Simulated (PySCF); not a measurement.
# WO2OH: doublet, from a trigonal planar start

Aim: relax WO2OH as a doublet from a trigonal planar start, check by its vibrations whether the end is a minimum, and collect its spectrum and constants.

Method: PBE0, basis W def2-TZVP with ECP60, O def2-TZVP, H def2-TZVP, scalar-relativistic core potentials, no spin–orbit coupling, density fitting; program: PySCF 2.14.0.

### Step 1. The system as given

5 atoms, charge 0, spin multiplicity 2.

Bond lengths: W1–O2 1.770 Å, W1–O3 1.770 Å, W1–O4 2.000 Å, O4–H5 0.960 Å. Angles: O2–W1–O3 120.0°, O2–W1–O4 120.0°, O3–W1–O4 120.0°, W1–O4–H5 130.0°.

Coordinates in bohr (charge 0 multiplicity 2):
```
W     0.0000    0.0000    0.0000
O     3.3448    0.0000    0.0000
O    -1.6724    2.8968    0.0000
O    -1.8897   -3.2732    0.0000
H    -3.6763   -3.5882    0.0000
```

### Step 2. The SCF at the typed geometry

The steps below are one call of a driver around PySCF. For each, scf.py gives the equivalent set-up of the SCF; relaxations use the driver's own optimiser. After this first run the driver tries any further starts and a stability analysis.

scf.py reads:

```python
from pyscf import gto, scf, dft
mol = gto.M(atom='''
W      0.000000     0.000000     0.000000
O      1.770000     0.000000     0.000000
O     -0.885000     1.532900     0.000000
O     -1.000000    -1.732100     0.000000
H     -1.945400    -1.898800     0.000000''',
    basis={'W': 'def2-TZVP', 'O': 'def2-TZVP', 'H': 'def2-TZVP'},
    ecp={'W': 'def2-TZVP'},
    charge=0, spin=1)
mf = dft.UKS(mol, xc='PBE0')
mf.grids.atom_grid = (50, 194)
aux = {'W': 'def2-universal-JKFIT', 'O': 'def2-universal-JKFIT', 'H': 'def2-universal-JKFIT'}
mf = mf.density_fit(auxbasis=aux)
mf.conv_tol = 1e-08
mf.diis_space = 10
mf.max_cycle = 60
mf.init_guess = 'minao'
mf.verbose = 4
mf.kernel()
```

Launch:

```bash
OMP_NUM_THREADS=4 python axn.py task.json out
```

Standard output:

```text
init E= -273.317289067249
[... the frontier-level lines of each cycle are left out ...]
cycle= 1 E= -292.500255794907  delta_E= -19.2  |g|= 1.41  |ddm|= 5.62
cycle= 2 E= -282.069446498481  delta_E= 10.4  |g|= 4.58  |ddm|= 3.94
cycle= 3 E= -293.057601390477  delta_E=  -11  |g|= 0.783  |ddm|= 3.51
cycle= 4 E= -293.185630886089  delta_E= -0.128  |g|= 0.595  |ddm|= 0.667
cycle= 5 E= -293.313023838536  delta_E= -0.127  |g|= 0.0604  |ddm|= 0.271
cycle= 6 E= -293.314480668121  delta_E= -0.00146  |g|= 0.0293  |ddm|= 0.0594
cycle= 7 E= -293.314875239829  delta_E= -0.000395  |g|= 0.00764  |ddm|= 0.0239
cycle= 8 E= -293.314901129888  delta_E= -2.59e-05  |g|= 0.0092  |ddm|= 0.00874
cycle= 9 E= -293.314950589672  delta_E= -4.95e-05  |g|= 0.00278  |ddm|= 0.00643
cycle= 10 E= -293.314974593412  delta_E= -2.4e-05  |g|= 0.00123  |ddm|= 0.0076
cycle= 11 E= -293.314981659953  delta_E= -7.07e-06  |g|= 0.000558  |ddm|= 0.00569
cycle= 12 E= -293.314982168887  delta_E= -5.09e-07  |g|= 0.000139  |ddm|= 0.00148
cycle= 13 E= -293.314982200219  delta_E= -3.13e-08  |g|= 6.67e-05  |ddm|= 0.000303
cycle= 14 E= -293.314982211105  delta_E= -1.09e-08  |g|= 1.75e-05  |ddm|= 0.000202
cycle= 15 E= -293.314982211556  delta_E= -4.51e-10  |g|= 7.22e-06  |ddm|= 3.44e-05
Extra cycle  E= -293.314982211576  delta_E= -2.03e-11  |g|= 9.78e-06  |ddm|= 1.38e-05
converged SCF energy = -293.314982211576  <S^2> = 0.76928636  2S+1 = 2.0191943
```

This step, with its further starts and checks, ran for 21 s (4 threads of Arm Neoverse V1, shared host).

The starts that the driver tried:

```csv
start,energy (Eh)
the minimal-basis guess,-293.314982
a thermally smeared density,-293.314982
a smeared PBE density,-293.314982
```

The test of internal stability and the other starts found no lower solution of this spin.

### Step 3. Relaxation: trigonal planar start, doublet

The program finds Cs symmetry in the start, which this walk keeps. Threshold on the gradient: 0.0003 Eh/bohr, with a further test on the energy change.

Edit scf.py of step 2 so:

```diff
@@ -3,5 +3,5 @@
-W      0.000000     0.000000     0.000000
-O      1.770000     0.000000     0.000000
-O     -0.885000     1.532900     0.000000
-O     -1.000000    -1.732100     0.000000
-H     -1.945400    -1.898800     0.000000''',
+W      0.016313     0.021893     0.000000
+O      1.786313     0.021893     0.000000
+O     -0.868687     1.554793     0.000000
+O     -0.983687    -1.710207     0.000000
+H     -1.929087    -1.876907     0.000000''',
@@ -18 +17,0 @@
-mf.init_guess = 'minao'
```

Steps of the walk:

```csv
step,energy (Eh),change (kJ/mol),largest symmetric gradient (Eh/bohr)
0,-293.314982,0.00,0.06165
1,-293.329487,-38.08,0.03681
2,-293.330831,-41.61,0.01064
3,-293.330930,-41.87,0.00097
4,-293.330951,-41.93,0.00076
5,-293.330974,-41.99,0.00094
6,-293.330983,-42.01,0.00071
7,-293.330991,-42.03,0.00068
8,-293.330994,-42.04,0.00040
9,-293.330995,-42.04,0.00010
```

The walk took 33 s.

It settles in Cs symmetry, 42.0 kJ/mol below the start, after 9 steps: O–H 0.959 Å, W–O 1.709 Å (×2), W–O 1.888 Å; H–O–W 134.3°, O–W–O 113.6°, O–W–O 120.7°, O–W–O 125.6°.

### Step 4. Vibrations and properties at this point

On the finer grid the gradient is checked again; gradients at displacements of ±0.02 bohr then give force constants and infrared intensities.

Edit scf.py of step 3 so:

```diff
@@ -3,5 +3,5 @@
-W      0.016313     0.021893     0.000000
-O      1.786313     0.021893     0.000000
-O     -0.868687     1.554793     0.000000
-O     -0.983687    -1.710207     0.000000
-H     -1.929087    -1.876907     0.000000''',
+W      0.004485     0.011418     0.000000
+O      1.713480     0.057922     0.000000
+O     -0.721331     1.558761     0.000000
+O     -0.919411    -1.635226     0.000000
+H     -1.845242    -1.884556     0.000000''',
@@ -12 +12 @@
-mf.grids.atom_grid = (50, 194)
+mf.grids.atom_grid = (75, 302)
@@ -15 +15 @@
-mf.conv_tol = 1e-08
+mf.conv_tol = 1e-10
```

This SCF starts from the last density.

SCF at the final geometry:

```text
init E= -293.330984357528
[... the frontier-level lines of each cycle are left out ...]
cycle= 1 E= -293.330984357393  delta_E= 1.36e-10  |g|= 2.02e-05  |ddm|= 1.27e-05
cycle= 2 E= -293.330984356131  delta_E= 1.26e-09  |g|= 6.11e-05  |ddm|= 3.85e-05
cycle= 3 E= -293.330984357542  delta_E= -1.41e-09  |g|= 1.96e-06  |ddm|= 2.92e-05
cycle= 4 E= -293.330984357545  delta_E= -2.9e-12  |g|= 1.04e-07  |ddm|= 9.52e-07
Extra cycle  E= -293.330984357545  delta_E= -1.71e-13  |g|= 2.88e-07  |ddm|= 2.04e-07
converged SCF energy = -293.330984357545  <S^2> = 0.76158641  2S+1 = 2.011553
```

The whole step took 2.2 min.

Geometry: Cs; O–H 0.959 Å, W–O 1.709 Å (×2), W–O 1.888 Å; H–O–W 134.4°, O–W–O 113.6°, O–W–O 120.9°, O–W–O 125.6°.

Harmonic modes (main isotopes):

| symmetry | ω (cm⁻¹) | IR (km/mol) | μ (u) |
| --- | --- | --- | --- |
| a'' | 91i | 8.4 | 8.55 |
| a' | 203 | 6.7 | 5.28 |
| a' | 311 | 8.0 | 12.05 |
| a' | 466 | 154 | 1.32 |
| a'' | 497 | 113 | 1.18 |
| a' | 735 | 95.5 | 7.02 |
| a' | 995 | 233 | 17.78 |
| a' | 1046 | 65.1 | 16.71 |
| a' | 3918 | 235 | 1.07 |

μ is the mass of the mode for normalised Cartesian displacements, not the reduced mass of the usual diatomic formula.

With 1 mode imaginary (up to 91i cm⁻¹) this point is a saddle.

Constants and moments:

| Property | Result |
| --- | --- |
| Dipole moment | 4.13 D |
| Highest occupied level | -7.77 eV |
| Lowest empty level | -3.71 eV |
| Rotational constants | 0.2561, 0.1838, 0.107 cm⁻¹ |
| Zero-point energy (real modes) | 48.9 kJ/mol |
| Principal polarisabilities | 38.1, 46.5, 48.9 bohr³ |
| Atomisation energy without zero-point energy | 2269 kJ/mol |
| Principal traceless quadrupole moments about the centre of mass | -10.07, 4.67, 5.40 D Å |
| Spin squared ⟨S²⟩ | 0.762 |

Charges (e) and bond orders:

```tsv
atom	Mulliken	Löwdin	polar tensor	spin (Mulliken)	Mayer order to W1
W1	1.30	0.78	1.90	1.17	–
O2	-0.49	-0.31	-0.72	-0.07	2.08
O3	-0.50	-0.32	-0.71	-0.06	2.09
O4	-0.66	-0.32	-0.83	-0.03	1.06
H5	0.36	0.18	0.35	0.00	0.02
```

Mulliken populations on W1 (outside its core potential): s 2.56, p 6.34, d 3.64, f 0.15.

### Step 5. Following the imaginary mode

The start is the last point, displaced along its most imaginary mode.

The program finds C1 symmetry in the start.

Edit scf.py of step 4 so:

```diff
@@ -3,5 +3,5 @@
-W      0.004485     0.011418     0.000000
-O      1.713480     0.057922     0.000000
-O     -0.721331     1.558761     0.000000
-O     -0.919411    -1.635226     0.000000
-H     -1.845242    -1.884556     0.000000''',
+W      0.003932     0.011828    -0.031389
+O      1.712927     0.058332     0.123026
+O     -0.721884     1.559171     0.122121
+O     -0.919964    -1.634816     0.100094
+H     -1.845795    -1.884146     0.250000''',
@@ -12 +12 @@
-mf.grids.atom_grid = (75, 302)
+mf.grids.atom_grid = (50, 194)
@@ -15 +15 @@
-mf.conv_tol = 1e-10
+mf.conv_tol = 1e-08
```

Energy and gradient, step by step:

```csv
step,energy (Eh),change (kJ/mol),largest gradient (Eh/bohr)
0,-293.331106,0.00,0.01112
1,-293.331655,-1.44,0.00235
2,-293.331946,-2.20,0.00215
3,-293.332011,-2.38,0.00709
4,-293.332137,-2.71,0.00334
5,-293.332166,-2.78,0.00182
6,-293.332176,-2.81,0.00119
7,-293.332179,-2.82,0.00041
8,-293.332181,-2.82,0.00019
```

The walk took 36 s.

After 8 steps and 2.8 kJ/mol it ends at C1: O–H 0.959 Å, W–O 1.705 Å (×2), W–O 1.880 Å; H–O–W 133.7°, O–W–O 111.7°, O–W–O 117.3°, O–W–O 120.9°.

### Step 6. Vibrations and properties at this point

The same treatment as at the point before.

Edit scf.py of step 5 so:

```diff
@@ -3,5 +3,5 @@
-W      0.003932     0.011828    -0.031389
-O      1.712927     0.058332     0.123026
-O     -0.721884     1.559171     0.122121
-O     -0.919964    -1.634816     0.100094
-H     -1.845795    -1.884146     0.250000''',
+W      0.009454     0.014271    -0.070924
+O      1.666708     0.030401     0.332925
+O     -0.742503     1.501669     0.288738
+O     -0.914471    -1.609274     0.148351
+H     -1.792834    -1.820481     0.469461''',
@@ -12 +12 @@
-mf.grids.atom_grid = (50, 194)
+mf.grids.atom_grid = (75, 302)
@@ -15 +15 @@
-mf.conv_tol = 1e-08
+mf.conv_tol = 1e-10
```

Log of the central SCF (cycles and frontier levels):

```text
init E= -293.332176907909
[... the frontier-level lines of each cycle are left out ...]
cycle= 1 E= -293.33217690705  delta_E= 8.59e-10  |g|= 5e-05  |ddm|= 3.11e-05
cycle= 2 E= -293.332176899079  delta_E= 7.97e-09  |g|= 0.000152  |ddm|= 9.43e-05
cycle= 3 E= -293.332176908015  delta_E= -8.94e-09  |g|= 4.72e-07  |ddm|= 7.1e-05
cycle= 4 E= -293.33217690801  delta_E= 4.77e-12  |g|= 3.6e-07  |ddm|= 6.63e-07
Extra cycle  E= -293.33217690801  delta_E= -5.68e-13  |g|= 8.85e-07  |ddm|= 8.37e-07
converged SCF energy = -293.33217690801  <S^2> = 0.75840757  2S+1 = 2.00839
```

The whole step ran for 2.9 min (4 threads of Arm Neoverse V1, shared host).

Geometry: C1; O–H 0.959 Å, W–O 1.705 Å (×2), W–O 1.881 Å; H–O–W 132.8°, O–W–O 111.7°, O–W–O 117.2°, O–W–O 120.8°.

Modes, for the most abundant isotopes:

```tsv
symmetry	ω (cm⁻¹)	IR (km/mol)
a	119	6.5
a	213	6.6
a	306	39.4
a	370	87.6
a	553	158
a	742	82.9
a	1002	226
a	1052	66.7
a	3919	244
```

No imaginary mode, so this is a minimum.

Constants and moments:

* Dipole moment: 3.94 D
* Highest occupied level: -7.45 eV
* Lowest empty level: -3.51 eV
* Rotational constants: 0.2457, 0.1848, 0.1117 cm⁻¹
* Zero-point energy: 49.5 kJ/mol
* Principal polarisabilities: 39.7, 46.5, 48.7 bohr³
* Atomisation energy without zero-point energy: 2272 kJ/mol
* Principal traceless quadrupole moments about the centre of mass: -9.30, 0.35, 8.95 D Å
* Entropy at 298.15 K and 1 bar (electronic part: spin only): 324.2 J/(mol K)
* Heat capacity Cp at 298.15 K: 73.2 J/(mol K)
* Enthalpy at 298.15 K above 0 K: 16.07 kJ/mol
* Rotational symmetry number: 1
* Spin squared ⟨S²⟩: 0.758

Populations by atom (charges in e):

```tsv
atom	Mulliken	Löwdin	polar tensor	spin (Mulliken)	Mayer order to W1
W1	1.28	0.76	1.85	1.13	–
O2	-0.49	-0.31	-0.70	-0.06	2.08
O3	-0.49	-0.31	-0.70	-0.05	2.09
O4	-0.66	-0.31	-0.81	-0.02	1.06
H5	0.36	0.18	0.36	0.00	0.02
```

Outer orbital energies (eV). α occupied: -11.85, -11.66, -11.27, -10.74, -10.06, -9.79, -8.98, -7.45; empty: -2.54, -1.77, -0.31, 0.25. β occupied: -12.35, -11.78, -11.57, -11.21, -10.64, -10.10, -9.74, -9.05; empty: -3.51, -2.03, -1.35, -0.05.

Mulliken populations on W1 (outside its core potential): s 2.57, p 6.36, d 3.64, f 0.15.

### Step 7. The points found, side by side

| spin | group | bonds | imaginary modes (cm⁻¹) | ΔE (kJ/mol) | with zero-point energy |
| --- | --- | --- | --- | --- | --- |
| doublet | C1 | O–H 0.959 Å, W–O 1.705 Å (×2), W–O 1.881 Å | none | 0.0 | 0.0 |
| doublet | Cs | O–H 0.959 Å, W–O 1.709 Å (×2), W–O 1.888 Å | 91i | 3.1 | – |

### Step 8. Results

| quantity | value |
| --- | --- |
| minimum | doublet, C1 |
| geometry | O–H 0.959 Å, W–O 1.705 Å (×2), W–O 1.881 Å; H–O–W 132.8°, O–W–O 111.7°, O–W–O 117.2°, O–W–O 120.8° |
| wavenumbers (cm⁻¹) | 119 (a), 213 (a), 306 (a), 370 (a), 553 (a), 742 (a), 1002 (a), 1052 (a), 3919 (a) |
| dipole moment | 3.94 D |
| highest occupied, lowest empty level (either spin) | -7.45, -3.51 eV |
| polar-tensor charge of W1 | +1.85 e |
| zero-point energy | 49.5 kJ/mol |
| entropy at 298.15 K | 324.2 J/(mol K) |
| atomisation energy (no zero-point energy) | 2272 kJ/mol |
| ⟨S²⟩ | 0.758 |

The trigonal planar start ends in a minimum without symmetry. In the infrared the band at 3919 cm⁻¹ (a) leads. Most of the spin sits on W1 (Mulliken spin 1.13, against 1 for the whole molecule). Only this shape and spin were tried, so other structures or states may lie lower. Open d and f shells are described by one determinant, and the ground state may have another occupation or spin. With an element this heavy the missing spin–orbit coupling can shift these numbers.

The search up to here took 6.6 min.
